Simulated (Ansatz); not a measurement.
# ClFSn: the cost of one run

The runs use Ansatz 0.2.0, Gaussian basis; PBE0-D4/def2-TZVP structures, single points in def2-TZVPP, no counterpoise correction.

Levels: SPW92, PBE-D4, BLYP-D4, r2SCAN-D4, B97M-V, PBE0-D4, B3LYP-D4, r2SCAN0-D4, BHLYP-D4, CAM-B3LYP-D4, wB97X-V, wB97M-V, B2PLYP, PBE-QIDH, RPA on PBE, Hartree-Fock, MP2, CCSD, CCSD(T).

Correlated methods freeze the cores. Filled d shells of the heavier atoms are correlated. Core potentials replace the inner electrons past krypton, and spin-orbit coupling is left out. B3LYP uses VWN-RPA correlation. B2PLYP carries no dispersion term here.

88 further runs of the same task are left out: 88 set aside as unsound or not needed.

### Step 1. Starting geometry

The complex: 5 atoms, charge 0, spin multiplicity 1.

Atoms are counted from 1 here; the program's logs count them from 0.

Bond lengths: Sn1–Cl3 2.424 Å, Sn1–F5 1.936 Å, Cl2–H4 1.302 Å. Angles: Cl3–Sn1–F5 95.5°.

Geometry (Å):

```mol
Cl2FHSn
  3D, bonds by distance, orders not assigned

  5  3  0  0  0  0  0  0  0  0999 V2000
    0.4566    1.2887   -0.5334 Sn  0  0
    1.1663   -1.5081    0.2679 Cl  0  0
   -1.5738    0.0418   -0.9794 Cl  0  0
   -0.0897   -1.4890   -0.0746 H   0  0
    0.0407    1.6665    1.3195 F   0  0
  1  3  8  0
  1  5  8  0
  2  4  8  0
M  END
```

Its parts: SnClF holds atoms 1, 3, 5; HCl holds atoms 2, 4. Each part counts its atoms afresh in its own runs.

### Step 2. Relaxing SnClF alone

Contents of relax-a/in.yaml:

```yaml
crystal:
  periodic: [false, false, false]
  atoms:
    - {symbol: Sn, position_ang: [0.456581, 1.288683, -0.533431]}
    - {symbol: Cl, position_ang: [-1.573812, 0.041774, -0.979383]}
    - {symbol: F, position_ang: [0.040691, 1.666537, 1.319524]}
basis:
  gaussian: {orbitals: def2-TZVP}
hamiltonian: {xc: pbe0, dispersion: d4}
relax: {f_tol: 0.005, max_steps: 200}
```

Command:

```
$ ansatz run in.yaml --threads 4 --pin off --events-out ev --progress --plain --max-ram 9574MiB
```

**Question.** How long does this run take on 4 threads of Oxide Virtual Turin-like, shared host?

About 5.5 s.
